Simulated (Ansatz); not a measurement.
Working through a rigid torsion scan of CH₅ClSn, SMILES Cl[CH2][SnH3]

Computed with Ansatz 0.2.0, Python API.

Interactive session:
```pycon
>>> import warnings
>>> import ansatz as az
>>> from ase import Atoms
>>> warnings.simplefilter("ignore", az.DeckWarning)
>>> atoms = Atoms(["Cl", "C", "Sn", "H", "H", "H", "H", "H"], positions=[
...     (-2.2537, 0.1452, -0.4202),
...     (-0.5982, 0.2932, -0.9157),
...     (0.6167, -0.256, 0.7264),
...     (-0.2862, 1.3468, -1.2251),
...     (-0.4046, -0.3991, -1.7823),
...     (0.3475, 0.8449, 2.0778),
...     (2.3576, -0.1509, 0.2681),
...     (0.313, -1.8812, 1.2152),
... ])
>>> first = (
...     az.Crystal.molecule_from_ase(atoms).calculation()
...     .basis(gaussian="def2-SVP")
...     .functional("b3lyp")
...     .relax(force_tolerance=0.02, max_steps=80)
... )
>>> atoms.positions = first.run(threads=1).report["positions_ang"]

>>> start = atoms.get_dihedral(0, 1, 2, 5)
>>> energies = {}
>>> for turn in range(0, 121, 20):
...     turned = atoms.copy()
...     turned.set_dihedral(0, 1, 2, 5, start + turn, indices=[2, 5, 6, 7])
...     base = az.Crystal.molecule_from_ase(turned).calculation()
...     base = base.basis(gaussian="def2-SVP").functional("b3lyp")
...     energies[round((start + turn) % 360)] = base.run(threads=1).report["free_energy_ev"]
...
>>> floor = min(energies.values())
>>> print("dihedral Cl0-C1-Sn2-H5 (deg)   E - E(min) (kJ/mol)")
dihedral Cl0-C1-Sn2-H5 (deg)   E - E(min) (kJ/mol)
>>> for angle, e in sorted(energies.items()):
...     print(f"{angle:8d} {96.485332 * (e - floor):14.3f}  " + "#" * int(30 * (e - floor) / max(max(energies.values()) - floor, 1e-9)))
...
       0          4.671  ##############################
      20          3.503  ######################
      40          1.233  #######
      60          0.158  #
     300          0.000
     320          1.160  #######
     340          3.487  ######################
```

Notes:
- The scan is rigid and the energies are electronic, in a modest basis. With rigid groups the curve can differ much from the relaxed path, the start wasn't checked as a minimum of this torsion, and equivalent turns needn't return to the same energy.
- def2 sets replace the cores of elements past krypton by effective core potentials.
- b3lyp holds the VWN-RPA fit, as in Gaussian; the form of ORCA and Turbomole is b3lyp5.
- It ran for 34 s on 1 thread of Arm Neoverse V2, with other jobs on the host, peak memory 0.25 GiB.

(Lines on the test bed's own set-up are left out of the output.)
